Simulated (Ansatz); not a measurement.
# ReS: the cost of one run

Computed with Ansatz 0.2.0 (DFT r2SCAN, scalar-relativistic, plane waves, PAW, unless a step's input says otherwise).

1 further run of the same task is left out (it didn't finish).

## (1) The system as given

The structure is cubic, space group Fm-3m (No. 225). Conventional cell: a = 4.832 Å, b = 4.832 Å, c = 4.832 Å, α = 90.00°, β = 90.00°, γ = 90.00°. Re (site symmetry m-3m) is surrounded by 6 S at 2.42 Å. Around S (site symmetry m-3m) lie 6 Re at 2.42 Å.

Structure file:

```
CELL_PARAMETERS angstrom
0.00000 2.41611 2.41611
2.41611 0.00000 2.41611
4.83221 4.83221 0.00000
ATOMIC_POSITIONS crystal
Re 0.00000 0.00000 0.00000
S 0.50000 0.50000 0.25000
Re 0.00000 0.00000 0.50000
S 0.50000 0.50000 0.75000
```

## (2) Volume dafm0: 0.92 V/V0

Contents of input.yaml:

```yaml
crystal:
  lattice:
    - [0.0, 2.4161053027, 2.4161053027]
    - [2.4161053027, 0.0, 2.4161053027]
    - [4.8322106054, 4.8322106054, 0.0]
  atoms:
    - { symbol: Re, position: [1.0, 0.0, 0.0], spin: 2.0 }
    - { symbol: S, position: [0.5, 0.5, 0.25] }
    - { symbol: Re, position: [1.0, 0.0, 0.5], spin: -2.0 }
    - { symbol: S, position: [0.5, 0.5, 0.75] }
basis:
  ecutwfc: 500
kpoints:
  mp_grid: { grid: [14, 14, 7] }
hamiltonian:
  xc: r2scan
scf:
  occupations: { method: gaussian, width: 0.1 }
output:
  forces: true
  stress: true
  eigenvalues: true
  populations: true
magnetization:
  spin_polarized: true
```

Started as:

```sh
> ansatz run input.yaml --threads 1 --pin off --max-ram 2560MiB --backend cpu --events-out ev --progress --plain --runs-dir out
```

What time and memory should one allow on 1 thread of Oxide Virtual Turin-like (Zen 5), shared host?

About 59 s, with a peak of 0.81 GiB.
